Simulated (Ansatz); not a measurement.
This script makes vertical spin-state energies of AlBrH3NSi, SMILES Br[SiH]1[NH][AlH]1 with Ansatz's Python interface.

Script `spin.py`:
```python
'''Gap between spin states of AlBrH3NSi at one geometry.'''

import ansatz as az
from ase import Atoms

atoms = Atoms(['Br', 'Si', 'N', 'Al', 'H', 'H', 'H'], positions=[
    [-1.2736, -2.0947, 1.1704],
    [-0.8834, 0.0376, 0.4316],
    [0.8449, 0.4129, 0.5771],
    [0.7348, 0.1827, -1.3005],
    [-1.676, 1.1589, 0.9226],
    [1.3537, -0.4338, 0.9399],
    [0.9608, 0.6683, -2.7868],
])
system = az.Crystal.molecule_from_ase(atoms)

calc = (
    system.calculation()
    .basis(gaussian='def2-SVPD')
    .functional('CAM-B3LYP')
)
found = {}
for unpaired in [0, 2]:
    summary = calc.spin('collinear', total=unpaired).run().report
    s = unpaired / 2
    found[unpaired] = summary['free_energy_ev']
    print(f'2S+1 = {unpaired + 1}: E = {found[unpaired]:.5f} eV, <S^2> = {abs(summary["mean_field"]["state"]["spin_squared"]):.3f} (pure state {s * (s + 1):.2f})')
lowest = min(found, key=found.get)
for unpaired, e in found.items():
    print(f'multiplicity {unpaired + 1}: {(e - found[lowest]):.3f} eV above the lowest')
```

Which spin state is lowest at this geometry, and how far above lie the others?

In order: multiplicity 1 (+0.00 eV) and multiplicity 3 (+1.36 eV), all at the one geometry.

The output:

```console
$ python spin.py
2S+1 = 1: E = -86048.60547 eV, <S^2> = 0.000 (pure state 0.00)
2S+1 = 3: E = -86047.24947 eV, <S^2> = 2.006 (pure state 2.00)
multiplicity 1: 0.000 eV above the lowest
multiplicity 3: 1.356 eV above the lowest
```

Notes:
- These settings explore the input space; basis and method may be short of convergence.
- The geometry is a force-field or estimated start, not a minimum of this method, and the basis set is short of its limit. All parts are taken at fixed geometry, without zero-point energy.
- The whole script took 66 s on 1 thread of Arm Neoverse N1, on a shared host, peak memory 0.66 GiB.
